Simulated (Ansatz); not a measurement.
# Hf4O7: the cost of one run

Computed with Ansatz 0.2.0 (DFT PBE, scalar-relativistic, plane waves, PAW, unless a step's input says otherwise).

### 1 Starting point

It takes space group P1 (No. 1, triclinic). The conventional cell has a = 5.118 Å, b = 5.186 Å, c = 5.284 Å, α = 90.00°, β = 99.35°, γ = 90.00°. Hf (site symmetry 1) has 6 O at 2.03 to 2.25 Å as nearest neighbours. Hf (site symmetry 1) has 6 O at 2.03 to 2.23 Å as nearest neighbours. O (site symmetry 1) has 4 Hf at 2.14 to 2.25 Å as nearest neighbours. O (site symmetry 1) is surrounded by 3 Hf at 2.03 to 2.12 Å. Only part of the 11 independent sites is listed.

Structure file:

```cif
data_structure
_symmetry_space_group_name_H-M 'P 1'
_symmetry_Int_Tables_number 1
_cell_length_a 5.1180
_cell_length_b 5.1857
_cell_length_c 5.2841
_cell_angle_alpha 90.000
_cell_angle_beta 99.352
_cell_angle_gamma 90.000
_cell_volume 138.38
loop_
_atom_site_label
_atom_site_type_symbol
_atom_site_fract_x
_atom_site_fract_y
_atom_site_fract_z
_atom_site_occupancy
Hf1 Hf 0.27550 0.03970 0.20800 1
Hf2 Hf 0.72450 0.53970 0.29200 1
Hf3 Hf 0.72450 0.96030 0.79200 1
Hf4 Hf 0.27550 0.46030 0.70800 1
O1 O 0.55130 0.25810 0.01990 1
O2 O 0.55130 0.24190 0.51990 1
O3 O 0.44870 0.74190 0.98010 1
O4 O 0.07420 0.33160 0.34670 1
O5 O 0.92580 0.83160 0.15330 1
O6 O 0.92580 0.66840 0.65330 1
O7 O 0.07420 0.16840 0.84670 1
```

### 2 Relaxing cell and atoms: Hf4O7, no spin

File input.yaml:

```yaml
crystal:
  lattice:
    - [5.118, 0.0, 0.0]
    - [0.0, 5.1857, 0.0]
    - [-0.8586630598, 0.0, 5.2138671406]
  atoms:
    - { symbol: Hf, position: [0.2755, 0.0397, 0.208] }
    - { symbol: Hf, position: [0.7245, 0.5397, 0.292] }
    - { symbol: Hf, position: [0.7245, 0.9603, 0.792] }
    - { symbol: Hf, position: [0.2755, 0.4603, 0.708] }
    - { symbol: O, position: [0.5513, 0.2581, 0.0199] }
    - { symbol: O, position: [0.5513, 0.2419, 0.5199] }
    - { symbol: O, position: [0.4487, 0.7419, 0.9801] }
    - { symbol: O, position: [0.0742, 0.3316, 0.3467] }
    - { symbol: O, position: [0.9258, 0.8316, 0.1533] }
    - { symbol: O, position: [0.9258, 0.6684, 0.6533] }
    - { symbol: O, position: [0.0742, 0.1684, 0.8467] }
scf:
  occupations: { method: gaussian, width: 0.05 }
output:
  forces: true
  stress: true
  eigenvalues: true
  write_density: true
  write_potential: true
  elf: true
  volumetric_format: npy
hamiltonian:
  xc: pbe
basis:
  ecutwfc: 500
kpoints:
  mp_grid: { grid: [6, 6, 6] }
relax:
  f_tol: 0.005
  max_steps: 120
  cell: { stress_tol: 0.1 }
```

Command:

```
$ ansatz run input.yaml --threads 4 --pin off --max-ram 8192MiB --backend cpu --events-out ev --progress --plain --runs-dir out
```

**Question.** How long does this run take on 4 threads of AMD EPYC 7R32 (Zen 2), shared host, and how much memory does it need?

About 8 min, with a peak of 1.5 GiB.
